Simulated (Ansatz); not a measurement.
# AsGaH6O3: up Jacob's ladder to CCSD(T)

One table from this session's results is given with a row withheld; the runs are named, their logs left out.

Method: functionals in def2-TZVPP, the program's frozen cores in correlated methods; program: Ansatz 0.2.0, Gaussian basis.

The runs, in order: LDA (SPW92), PBE-D4, revPBE-D4, BLYP-D4, r2SCAN-D4, B97M-V, PBE0-D4, B3LYP-D4, r2SCANh-D4, r2SCAN0-D4, HSE06-D4, BHLYP-D4, CAM-B3LYP-D4, LC-ωPBE, ωB97X-V, ωB97M-V, B2PLYP, PBE-QIDH; CCSD(T)/def2-SVP; MP2/def2-TZVPP; MP2/def2-QZVPP; RPA on PBE.

## Structure used throughout

An earlier PBE0-D4 in a triple-zeta def2 set relaxation fixed the geometry.

SMILES `[OH][Ga-]([OH])([OH])[AsH3+]`, 11 atoms, charge 0, spin multiplicity 1.

Atoms are counted from 1 here; the program's logs count them from 0.

Bond lengths: O1–Ga2 1.797 Å, O1–H6 0.958 Å, Ga2–O3 1.794 Å, Ga2–O4 1.802 Å, Ga2–As5 2.707 Å, O3–H7 0.960 Å, O4–H8 0.958 Å, As5–H9 1.509 Å, As5–H10 1.507 Å, As5–H11 1.511 Å. Angles: Ga2–O1–H6 113.9°, O1–Ga2–O3 117.1°, O1–Ga2–O4 122.6°, O1–Ga2–As5 96.1°, O3–Ga2–O4 116.0°, O3–Ga2–As5 91.7°, O4–Ga2–As5 102.5°, Ga2–O3–H7 111.7°, Ga2–O4–H8 114.7°, Ga2–As5–H9 119.6°, Ga2–As5–H10 115.5°, Ga2–As5–H11 125.2°, H9–As5–H10 97.1°, H9–As5–H11 96.9°, H10–As5–H11 96.9°.

The first run:

File in.yaml:

```yaml
crystal:
  periodic: [false, false, false]
  atoms:
    - {symbol: O, position_ang: [-1.998228, 0.243958, 0.774268]}
    - {symbol: Ga, position_ang: [-0.344921, -0.459136, 0.824035]}
    - {symbol: O, position_ang: [0.819135, 0.269627, 1.978282]}
    - {symbol: O, position_ang: [0.007730, -2.149026, 0.307993]}
    - {symbol: As, position_ang: [0.649664, 1.000005, -1.227225]}
    - {symbol: H, position_ang: [-2.664264, -0.354184, 0.432125]}
    - {symbol: H, position_ang: [1.487247, -0.361677, 2.253660]}
    - {symbol: H, position_ang: [-0.739831, -2.618157, -0.065187]}
    - {symbol: H, position_ang: [2.113576, 0.894940, -1.576027]}
    - {symbol: H, position_ang: [0.610444, 2.494694, -1.037618]}
    - {symbol: H, position_ang: [0.124847, 0.981854, -2.643607]}
basis:
  gaussian: {orbitals: def2-TZVPP}
hamiltonian: {xc: lda}
output: {orbitals: {seedname: orbitals}}
```

Run with:

```
$ ansatz run in.yaml --threads 4 --pin off --events-out ev --progress --plain --max-ram 11315MiB
```

Among the steps run: LDA; PBE-D4 (GGA); revPBE-D4 (GGA); BLYP-D4 (GGA); r2SCAN-D4 (meta-GGA); B97M-V (meta-GGA); B3LYP-D4 (hybrid); r2SCANh-D4 (hybrid); r2SCAN0-D4 (hybrid); HSE06-D4 (hybrid); BHLYP-D4 (hybrid); CAM-B3LYP-D4 (range-separated); LC-ωPBE (range-separated); ωB97X-V (range-separated); ωB97M-V (range-separated); B2PLYP (double hybrid); PBE-QIDH (double hybrid).

One of the session's tables, all rows but one given; the rest of the session is left out.

It belongs to the step «Frontier levels by functional». 

| functional | HOMO (eV) | gap (eV) |
| --- | --- | --- |
| LDA (SPW92) | -6.68 | 5.21 |
| PBE-D4 | -6.49 | 5.26 |
| revPBE-D4 | -6.42 | 5.29 |
| BLYP-D4 | -6.41 | 5.15 |
| r2SCAN-D4 | -6.82 | 6.06 |
| B97M-V | -6.91 | 5.86 |
| PBE0-D4 | -7.97 | 7.63 |
| B3LYP-D4 | -7.76 | 7.05 |
| r2SCANh-D4 | -7.39 | 6.93 |
| r2SCAN0-D4 | -8.21 | 8.18 |
| HSE06-D4 | -7.57 | 6.87 |
| BHLYP-D4 | -9.31 | 9.70 |
| CAM-B3LYP-D4 | ? | ? |
| LC-ωPBE | -10.63 | 12.45 |
| ωB97X-V | -10.32 | 11.93 |
| ωB97M-V | -10.23 | 11.52 |

Q: Estimate the row for CAM-B3LYP-D4 from the others.

The run gave: HOMO (eV): -9.36; gap (eV): 9.84. In the column «HOMO (eV)» it lies between ωB97M-V (-10.23) and BHLYP-D4 (-9.31).
